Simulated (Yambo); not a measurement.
Input of a Yambo 5.3.0 run:

optics0.in

```
optics
chi
Chimod= "IP"
% BndsRnXd
 1 | 34 |
%
% LongDrXd
 0 | 1 | 0 |
%
% QpntsRXd
 1 | 1 |
%
% EnRngeXd
 0 | 10 | eV
%
% DmRngeXd
 0.2 | 0.2 | eV
%
ETStpsXd= 200
```

The input scf.in:

```
&CONTROL
  calculation = 'scf'
  prefix = 'pwscf'
  outdir = './tmp'
  pseudo_dir = './pseudo'
/
&SYSTEM
  ibrav = 0
  nat = 2
  ntyp = 1
  ecutwfc = 72
  nbnd = 21
  occupations = 'smearing'
  smearing = 'fd'
  degauss = 0.00367493
  force_symmorphic = .true.
/
&ELECTRONS
  conv_thr = 4d-10
  electron_maxstep = 120
  mixing_beta = 0.5
/
ATOMIC_SPECIES
Sn   118.7100 Sn.upf
CELL_PARAMETERS bohr
   0.0000000000    6.1101323590    6.1101323590
   6.1101323590    0.0000000000    6.1101323590
   6.1101323590    6.1101323590    0.0000000000
ATOMIC_POSITIONS bohr
Sn     9.1651985385    9.1651985385    9.1651985385
Sn     6.1101323590    6.1101323590    6.1101323590
K_POINTS automatic
12 12 12 0 0 0
```

File nscf.in:

```
&CONTROL
  calculation = 'nscf'
  prefix = 'pwscf'
  outdir = './tmp'
  pseudo_dir = './pseudo'
/
&SYSTEM
  ibrav = 0
  nat = 2
  ntyp = 1
  ecutwfc = 72
  nbnd = 34
  occupations = 'smearing'
  smearing = 'fd'
  degauss = 0.00367493
  force_symmorphic = .true.
/
&ELECTRONS
  conv_thr = 1d-08
  diago_full_acc = .true.
  diago_thr_init = 1d-06
/
ATOMIC_SPECIES
Sn   118.7100 Sn.upf
CELL_PARAMETERS bohr
   0.0000000000    6.1101323590    6.1101323590
   6.1101323590    0.0000000000    6.1101323590
   6.1101323590    6.1101323590    0.0000000000
ATOMIC_POSITIONS bohr
Sn     9.1651985385    9.1651985385    9.1651985385
Sn     6.1101323590    6.1101323590    6.1101323590
K_POINTS automatic
12 12 12 0 0 0
```

Potentials or basis: PseudoDojo 0.4.1 SR PBE standard.

The run is started by

```sh
$ OMP_NUM_THREADS=1 pw.x -in scf.in > scf.out
$ OMP_NUM_THREADS=1 pw.x -in nscf.in > nscf.out
$ cd tmp/pwscf.save; p2y; mv SAVE ../..; cd ../..
$ OMP_NUM_THREADS=1 yambo
$ OMP_NUM_THREADS=1 yambo -F optics0.in -J optics0 -C optics0_out
```

Q: What does it give for the band gap on the k mesh, mean-field level?

A: None (metal or under the smearing width).

Dielectric function (along the field direction of the input):
| energy (eV) | real part | imaginary part |
| --- | --- | --- |
| 0.25 | 31.96 | 2.92 |
| 0.55 | 33.07 | 12.50 |
| 0.90 | 27.81 | 19.69 |
| 1.26 | 12.14 | 20.43 |
| 1.56 | 10.94 | 15.55 |
| 1.91 | 11.68 | 15.22 |
| 2.26 | 11.48 | 15.21 |
| 2.56 | 10.55 | 19.38 |
| 2.91 | 6.11 | 20.31 |
| 3.27 | -0.70 | 21.87 |
| 3.57 | -4.14 | 17.51 |
| 3.92 | -7.19 | 14.22 |
| 4.27 | -7.01 | 10.23 |
| 4.57 | -6.53 | 7.47 |
| 4.92 | -5.09 | 6.45 |
| 5.28 | -5.87 | 5.87 |
| 5.63 | -5.00 | 3.32 |
| 5.93 | -3.82 | 2.86 |
| 6.28 | -3.34 | 2.59 |
| 6.63 | -2.63 | 2.46 |
| 6.93 | -2.69 | 2.29 |
| 7.29 | -2.51 | 1.90 |
| 7.64 | -2.24 | 1.55 |
| 7.94 | -1.89 | 1.26 |
| 8.29 | -1.60 | 1.41 |
| 8.64 | -1.66 | 1.07 |
| 8.94 | -1.39 | 0.88 |
| 9.30 | -1.17 | 0.82 |
| 9.65 | -1.00 | 0.75 |
| 10.00 | -0.89 | 0.64 |

Caveat: the intraband (Drude) term of the metal is left out; independent-particle spectra lack excitons.
